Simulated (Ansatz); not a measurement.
Below is the output of a Python script on the Python package of Ansatz (0.2.0) that makes a geometry optimisation of BH6O3P, SMILES O[B-](O)(O)[PH3+]. Write a script that gives it. Use: B3LYP, def2-SVP basis, multiplicity 1.

| atom | x (Å) | y (Å) | z (Å) |
| --- | --- | --- | --- |
| O | -1.1689 | 0.0239 | 1.3496 |
| B | -0.0275 | -0.3357 | 0.5645 |
| O | 1.1128 | -0.3129 | 1.4503 |
| O | -0.1320 | -1.6891 | 0.0255 |
| P | 0.2679 | 0.8909 | -0.8788 |
| H | -1.9820 | 0.0765 | 0.7050 |
| H | 1.9294 | -0.6862 | 0.9480 |
| H | -0.9430 | -1.6458 | -0.5942 |
| H | 0.5008 | 2.1988 | -0.2896 |
| H | 1.3873 | 0.4919 | -1.5878 |
| H | -0.8794 | 0.9309 | -1.6719 |

```console
$ python bh6o3p_opt.py
step   1  E = -16197.909063 eV  largest force component 3.3236 eV/A
step   2  E = -16198.929030 eV  largest force component 2.1753 eV/A
step   3  E = -16199.377166 eV  largest force component 1.6882 eV/A
step   4  E = -16199.837771 eV  largest force component 1.0034 eV/A
step   5  E = -16200.123461 eV  largest force component 0.3057 eV/A
step   6  E = -16200.261222 eV  largest force component 0.2542 eV/A
step   7  E = -16200.319389 eV  largest force component 0.1094 eV/A
step   8  E = -16200.356653 eV  largest force component 0.0955 eV/A
step   9  E = -16200.377160 eV  largest force component 0.2496 eV/A
step  10  E = -16200.364917 eV  largest force component 0.6364 eV/A
step  11  E = -16200.388981 eV  largest force component 0.1239 eV/A
step  12  E = -16200.399231 eV  largest force component 0.0963 eV/A
step  13  E = -16200.411005 eV  largest force component 0.2830 eV/A
step  14  E = -16200.423029 eV  largest force component 0.3793 eV/A
step  15  E = -16200.444839 eV  largest force component 0.3750 eV/A
step  16  E = -16200.466249 eV  largest force component 0.3676 eV/A
step  17  E = -16200.478770 eV  largest force component 0.3655 eV/A
step  18  E = -16200.489491 eV  largest force component 0.2713 eV/A
step  19  E = -16200.497112 eV  largest force component 0.3333 eV/A
step  20  E = -16200.488138 eV  largest force component 0.2589 eV/A
step  21  E = -16200.506439 eV  largest force component 0.0430 eV/A
step  22  E = -16200.509921 eV  largest force component 0.0746 eV/A
step  23  E = -16200.512389 eV  largest force component 0.2042 eV/A
step  24  E = -16200.516752 eV  largest force component 0.1398 eV/A
step  25  E = -16200.518880 eV  largest force component 0.0680 eV/A
step  26  E = -16200.522923 eV  largest force component 0.0808 eV/A
step  27  E = -16200.522069 eV  largest force component 0.3099 eV/A
step  28  E = -16200.525749 eV  largest force component 0.0633 eV/A
step  29  E = -16200.527536 eV  largest force component 0.1216 eV/A
step  30  E = -16200.529021 eV  largest force component 0.1296 eV/A
step  31  E = -16200.530612 eV  largest force component 0.1526 eV/A
step  32  E = -16200.532021 eV  largest force component 0.1699 eV/A
step  33  E = -16200.533374 eV  largest force component 0.1386 eV/A
step  34  E = -16200.534696 eV  largest force component 0.0892 eV/A
step  35  E = -16200.535533 eV  largest force component 0.0653 eV/A
step  36  E = -16200.535828 eV  largest force component 0.0586 eV/A
step  37  E = -16200.536088 eV  largest force component 0.0521 eV/A
step  38  E = -16200.536287 eV  largest force component 0.0135 eV/A
step  39  E = -16200.536344 eV  largest force component 0.0090 eV/A
step  40  E = -16200.536376 eV  largest force component 0.0085 eV/A
step  41  E = -16200.536383 eV  largest force component 0.0047 eV/A
converged              True
free_energy_ev         -16200.536633359308
reference_energy_ev    -16200.536633359308
n_frozen               0
n_occupied             [25, 25]
n_virtual              [79, 79]
final positions (A) and the move of each atom
O    -0.52856    0.08096    1.76104    0.7633
B     0.11595   -1.10235    1.51681    1.2309
O     0.24093   -1.96910    2.56298    2.1774
O     0.63580   -1.45831    0.29354    0.8454
P    -0.20194    1.46380   -1.82490    1.2017
H    -0.58228    0.64963    0.98425    1.5381
H     0.70517   -2.77129    2.29713    2.7688
H     0.50406   -0.79010   -0.39233    1.6932
H    -0.41531    2.85595   -1.60387    1.7316
H     0.83450    1.65274   -2.78495    1.7568
H    -1.24292    1.33125   -2.78909    1.2412
```

One script that gives this output:

The script, `bh6o3p_opt.py`:
```python
'''Geometry optimisation of BH6O3P.'''

import ansatz
import numpy as np

geometry_ang = [
    ('O', (-1.1689, 0.0239, 1.3496)),
    ('B', (-0.0275, -0.3357, 0.5645)),
    ('O', (1.1128, -0.3129, 1.4503)),
    ('O', (-0.132, -1.6891, 0.0255)),
    ('P', (0.2679, 0.8909, -0.8788)),
    ('H', (-1.982, 0.0765, 0.705)),
    ('H', (1.9294, -0.6862, 0.948)),
    ('H', (-0.943, -1.6458, -0.5942)),
    ('H', (0.5008, 2.1988, -0.2896)),
    ('H', (1.3873, 0.4919, -1.5878)),
    ('H', (-0.8794, 0.9309, -1.6719)),
]
system = ansatz.Crystal.molecule()
for symbol, xyz in geometry_ang:
    system = system.atom(symbol, xyz)

base = (
    system.calculation()
    .basis(gaussian='def2-SVP')
    .functional('b3lyp')
)
symbols = [site.symbol for site in system.cartesian_sites]
start = np.array([site.position_ang for site in system.cartesian_sites], dtype=float)
def progress(event):
    if event['event'] == 'relax_step':
        row = event['data']
        print(f'step {row["step"]:3d}  E = {row["lagrangian_ev"]:.6f} eV  largest force component {row["allowed_force_max_ev_ang"]:.4f} eV/A')


report = base.relax(force_tolerance=0.005, max_steps=100).session().plan().execute(on_event=progress).report
end = np.array(report['positions_ang'])

for key in ('converged', 'free_energy_ev', 'reference_energy_ev', 'n_frozen', 'n_occupied', 'n_virtual'):
    print(f'{key:22s} {report[key]}')

print('final positions (A) and the move of each atom')
for symbol, xyz, old in zip(symbols, end, start):
    print(f'{symbol:2s} {xyz[0]:10.5f} {xyz[1]:10.5f} {xyz[2]:10.5f}   {np.linalg.norm(xyz - old):7.4f}')
with open('bh6o3p_opt.xyz', 'w') as handle:
    handle.write(f'{len(symbols)}\nrelaxed BH6O3P\n')
    handle.writelines(f'{s:2s} {x:11.6f} {y:11.6f} {z:11.6f}\n' for s, (x, y, z) in zip(symbols, end))
```

What to keep in mind:
- Total energies depend on the basis set; only differences at equal settings carry meaning.
- The end point is the stationary point reached from this start; no frequency run checks that it is a minimum, and the basis set is modest.
- b3lyp holds the VWN-RPA fit, as in Gaussian; the form of ORCA and Turbomole is b3lyp5.
- The bonding changed during the relaxation, so the end is another isomer than the start names.
- Finished in 2.1 min on 1 thread of Intel(R) Xeon(R) 6975P-C (Granite Rapids), with other jobs on the host, peak memory 0.29 GiB.

(Lines on the test bed's own set-up are left out of the output.)
